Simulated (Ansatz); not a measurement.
Run this with the Python package of Ansatz (0.2.0) and show what comes out.

`energy_c2h2bf3.py`:
```python
"""Single point of C2H2BF3 in a Gaussian basis."""

from dataclasses import dataclass
import sys

import ansatz
import numpy as np


@dataclass(frozen=True)
class RunConfig:
    basis: str = "6-31G*"
    functional: str = "PBE"


opts = RunConfig()

geometry_ang = [
    ("B", [-1.317, -0.0778, 0.2314]),
    ("C", [0.1381, 0.4896, 0.0783]),
    ("F", [0.3461, 1.8105, 0.3206]),
    ("C", [1.1681, -0.2859, -0.2809]),
    ("F", [2.4097, 0.2532, -0.3998]),
    ("F", [1.0009, -1.6129, -0.5321]),
    ("H", [-1.5489, -1.2194, 0.0318]),
    ("H", [-2.1969, 0.6427, 0.5506]),
]
system = ansatz.Crystal.molecule()
for symbol, xyz in geometry_ang:
    system = system.atom(symbol, xyz)

job = system.calculation().basis(gaussian=opts.basis).functional(opts.functional).forces()
print(job.to_yaml())
try:
    r = job.run().report
except ansatz.AnsatzError as error:
    sys.exit(f"{type(error).__name__}: {error}")

print(f"E = {r['free_energy_ev']:.6f} eV = {r['free_energy_ev'] / 27.211386246:.7f} Ha")
print("converged:", r["converged"], " doubts:", r["published_state_doubts"] or "none")

symbols = [site.symbol for site in system.cartesian_sites]
print("forces (eV/A)")
for symbol, f in zip(symbols, r["forces_ev_ang"]):
    print(f"  {symbol:2s} {f[0]:9.4f} {f[1]:9.4f} {f[2]:9.4f}")

charges = r["charge_distribution"]
print("dipole moment", round(4.803205 * float(np.linalg.norm(charges["dipole_moment_e_ang"])), 3), "D")
print("Mulliken:", [(s, round(q, 3)) for s, q in zip(symbols, charges["mulliken_charges_e"])])
```

```console
$ python energy_c2h2bf3.py
crystal:
  periodic: [false, false, false]
  atoms:
    - { symbol: B, position_ang: [-1.317, -0.0778, 0.2314] }
    - { symbol: C, position_ang: [0.1381, 0.4896, 0.0783] }
    - { symbol: F, position_ang: [0.3461, 1.8105, 0.3206] }
    - { symbol: C, position_ang: [1.1681, -0.2859, -0.2809] }
    - { symbol: F, position_ang: [2.4097, 0.2532, -0.3998] }
    - { symbol: F, position_ang: [1.0009, -1.6129, -0.5321] }
    - { symbol: H, position_ang: [-1.5489, -1.2194, 0.0318] }
    - { symbol: H, position_ang: [-2.1969, 0.6427, 0.5506] }
basis:
  gaussian:
    orbitals: "6-31G*"
hamiltonian:
  xc: pbe
output:
  forces: true

E = -10919.876774 eV = -401.2980697 Ha
converged: True  doubts: none
forces (eV/A)
  B     1.2178    0.4511   -0.1333
  C    -2.7538   -0.0079    0.5169
  F     0.4293   -0.0762   -0.0971
  C     1.2460   -0.4895   -0.3385
  F    -0.9300   -1.4498   -0.1339
  F     1.0769    1.6344    0.1452
  H     0.0234   -0.4738   -0.1053
  H    -0.3095    0.4118    0.1461
dipole moment 0.846 D
Mulliken: [('B', -0.064), ('C', 0.204), ('F', -0.257), ('C', 0.471), ('F', -0.197), ('F', -0.189), ('H', 0.018), ('H', 0.014)]
```

Reading the output:
- Total energies depend on the basis set; only differences at equal settings carry meaning.
- The geometry is a force-field or estimated start, not a minimum of this method, and the basis set is short of its limit.
- Timing: 2.8 s on 1 thread of Arm Neoverse V2 (shared host), peak memory 0.19 GiB.

(Lines on the test bed's own set-up are left out of the output.)
